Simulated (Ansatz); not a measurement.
# Cl3H2InS: the cost of one run

Method: RKS PBE0-D4/def2-SVP, in Ansatz 0.2.0.

## (1) The structure to begin with

Bond lengths: In1–Cl2 2.790 Å, In1–Cl3 2.440 Å, In1–Cl4 2.440 Å, In1–S5 2.770 Å, S5–H6 1.400 Å. Angles: Cl2–In1–Cl3 120.0°, Cl2–In1–Cl4 120.0°, Cl2–In1–S5 71.6°, Cl3–In1–Cl4 120.0°, Cl3–In1–S5 97.0°, Cl4–In1–S5 101.2°, In1–S5–H6 109.5°.

Coordinates:

```xyz
7

In    0.0000    0.0000    0.0000
Cl    0.0000    0.0000    2.7900
Cl    2.1130    0.0000   -1.2200
Cl   -2.1130    0.0000   -1.2200
S     0.1158   -2.6261    0.8734
H    -0.6417   -3.4365    0.0194
H     0.0687   -1.5581    2.2098
```

## (2) Pulling towards end A

Springs on the bonds that form and break draw the guess towards this end; the thresholds are loose.

The input, input.yaml:

```yaml
crystal:
  periodic: [false, false, false]
  atoms:
    - { symbol: In, position_ang: [0.0, 0.0, 0.0] }
    - { symbol: Cl, position_ang: [0.0, 0.0, 2.79] }
    - { symbol: Cl, position_ang: [2.113, 0.0, -1.22] }
    - { symbol: Cl, position_ang: [-2.113, 0.0, -1.22] }
    - { symbol: S, position_ang: [0.1158, -2.6261, 0.8734] }
    - { symbol: H, position_ang: [-0.6417, -3.4365, 0.0194] }
    - { symbol: H, position_ang: [0.0687, -1.5581, 2.2098] }
basis:
  gaussian: { orbitals: def2-SVP }
hamiltonian:
  xc: pbe0
  dispersion: d4
relax:
  f_tol: 0.15
  max_steps: 25
  restrain:
    - { distance: [0, 4], at: 3.67, k: 30.0 }
    - { distance: [6, 1], at: 2.57, k: 30.0 }
    - { distance: [0, 1], at: 2.44, k: 30.0 }
    - { distance: [6, 4], at: 1.4, k: 30.0 }
output:
  orbitals: {}
```

Started as:

```
$ ansatz run input.yaml --threads 4 --pin off --max-ram 5120MiB --backend cpu --events-out ev --progress --plain --runs-dir out
```

**Question.** How long does this run take on 4 threads of Arm Neoverse V1, shared host, and how much memory does it need?

About 24 s, with a peak of 0.3 GiB.
